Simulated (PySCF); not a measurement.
# C2H6Ge2O: the cost of one run

Programs: PySCF 2.14.0, with density-fitted response routines of our own. Each step states its level of theory. These are calculated values for one molecule in the gas phase, unless marked as measured. Atoms count from 0, in the outputs and in this text.

## 1. The starting structure

11 atoms, charge 0, multiplicity 1; geometry from: GFN2-xTB. The atoms were then displaced at random by about 0.01 Å, so the start is not that level's minimum.

Bonds of the start (Å): C0–C1 1.20, C1–Ge2 1.91, Ge2–O3 1.70, O3–Ge4 1.76, C0–H5 1.06, Ge2–H6 1.49, Ge2–H7 1.51, Ge4–H8 1.52, Ge4–H9 1.51, Ge4–H10 1.49.

## 2. Relaxing the molecule at PBE0-D3(BJ)/def2-SVP

Job settings and geometry (Å):

```
{"job": {"xc": "PBE0", "basis": "def2-SVP", "d3": "d3bj", "grid": 1, "shake": 0.01, "kind": "geom"}, "charge": 0, "multiplicity": 1}
C      2.615800     1.137000    -0.131170
C      1.880070     0.189280    -0.215870
Ge     0.662130    -1.280220    -0.317330
O     -0.831900    -0.796330     0.342530
Ge    -2.049720     0.468640     0.353220
H      3.230810     2.002760    -0.075280
H      0.490020    -1.692630    -1.742430
H      1.110420    -2.394990     0.591530
H     -1.403620     1.727320     0.914120
H     -3.100490    -0.070870     1.289620
H     -2.565410     0.684220    -1.024620
```

The run is started by

```console
$ OMP_NUM_THREADS=1 python probes_run.py task.json out
```

This one command runs all jobs of the session in turn.

Q: Estimate the wall time and peak memory of this first job on 1 thread of AMD EPYC 9R45, shared host.

About 64 s, with a peak of 0.58 GiB.
